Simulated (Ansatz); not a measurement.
# CH4FO2V: a ladder of functionals and wavefunction methods

An exercise on one series of results from a longer session: the logs are not shown, and one member is left open.

Program: Ansatz 0.2.0, Gaussian basis. Level of theory: functionals in def2-TZVPP, the program's frozen cores in correlated methods. These are calculated values, not measurements.

Plan: LDA (SPW92), PBE-D4, revPBE-D4, BLYP-D4, r2SCAN-D4, B97M-V, PBE0-D4, B3LYP-D4, r2SCANh-D4, r2SCAN0-D4, HSE06-D4, BHLYP-D4, CAM-B3LYP-D4, LC-ωPBE, ωB97X-V, ωB97M-V, B2PLYP, PBE-QIDH; CCSD(T)/def2-SVP; CCSD(T)/def2-TZVPP; MP2/def2-QZVPP; extrapolation to the limit; RPA on PBE.

### The geometry

The geometry comes from an earlier relaxation with PBE0-D4 in a triple-zeta def2 set; it is a stationary point, not always the lowest conformer.

9 atoms, charge 0, spin multiplicity 1.

Atoms are counted from 1 here; the program's logs count them from 0.

Bond lengths: C1–V2 2.001 Å, C1–H6 1.090 Å, C1–H7 1.093 Å, C1–H8 1.093 Å, V2–O3 1.552 Å, V2–O4 1.758 Å, V2–F5 1.733 Å, O4–H9 0.963 Å. Angles: V2–C1–H6 109.8°, V2–C1–H7 106.9°, V2–C1–H8 108.4°, H6–C1–H7 110.1°, H6–C1–H8 110.9°, H7–C1–H8 110.6°, C1–V2–O3 103.9°, C1–V2–O4 105.9°, C1–V2–F5 106.6°, O3–V2–O4 109.2°, O3–V2–F5 113.9°, O4–V2–F5 116.3°, V2–O4–H9 120.0°.

The first run:

File in.yaml:

```yaml
crystal:
  periodic: [false, false, false]
  atoms:
    - {symbol: C, position_ang: [-0.304383, -0.647135, -1.001263]}
    - {symbol: V, position_ang: [0.614406, 0.364727, 0.459762]}
    - {symbol: O, position_ang: [1.866764, -0.494413, 0.777563]}
    - {symbol: O, position_ang: [-0.479133, 0.321775, 1.836060]}
    - {symbol: F, position_ang: [0.982931, 1.932322, -0.180254]}
    - {symbol: H, position_ang: [-0.515425, -1.664304, -0.670191]}
    - {symbol: H, position_ang: [0.378635, -0.664618, -1.854410]}
    - {symbol: H, position_ang: [-1.226852, -0.120752, -1.258619]}
    - {symbol: H, position_ang: [-1.228443, 0.926197, 1.874354]}
basis:
  gaussian: {orbitals: def2-TZVPP}
hamiltonian: {xc: lda}
output: {orbitals: {seedname: orbitals}}
```

Steps of the session up to this table: LDA; PBE-D4 (GGA); revPBE-D4 (GGA); BLYP-D4 (GGA); r2SCAN-D4 (meta-GGA); B97M-V (meta-GGA); PBE0-D4 (hybrid); B3LYP-D4 (hybrid); r2SCANh-D4 (hybrid); r2SCAN0-D4 (hybrid); HSE06-D4 (hybrid); BHLYP-D4 (hybrid); CAM-B3LYP-D4 (range-separated); LC-ωPBE-D4 (range-separated; the results give it without D4); ωB97X-V (range-separated); ωB97M-V (range-separated); B2PLYP (double hybrid); PBE-QIDH (double hybrid).

One of the session's tables, all rows but one given; the rest of the session is left out.

It belongs to the step «Frontier levels by functional». 

```
  functional  HOMO (eV)  LUMO (eV)  gap (eV)
 LDA (SPW92)      -7.64      -4.29      3.34
      PBE-D4      -7.45      -4.00      3.45
   revPBE-D4      -7.38      -3.90      3.48
     BLYP-D4      -7.35      -3.93      3.42
   r2SCAN-D4      -7.80      -3.94      3.86
      B97M-V          ?          ?         ?
     PBE0-D4      -8.98      -2.92      6.06
    B3LYP-D4      -8.74      -3.23      5.50
  r2SCANh-D4      -8.37      -3.52      4.85
  r2SCAN0-D4      -9.22      -2.86      6.36
    HSE06-D4      -8.57      -3.30      5.27
    BHLYP-D4     -10.42      -1.63      8.79
CAM-B3LYP-D4     -10.43      -1.76      8.67
     LC-ωPBE     -11.78      -0.52     11.25
     ωB97X-V     -11.42      -0.55     10.87
     ωB97M-V     -11.33      -0.54     10.79
```

Estimate the missing values for B97M-V.

The run gave: HOMO (eV): -7.90; LUMO (eV): -3.90; gap (eV): 4.00. In the column «HOMO (eV)» it lies between r2SCANh-D4 (-8.37) and r2SCAN-D4 (-7.80).
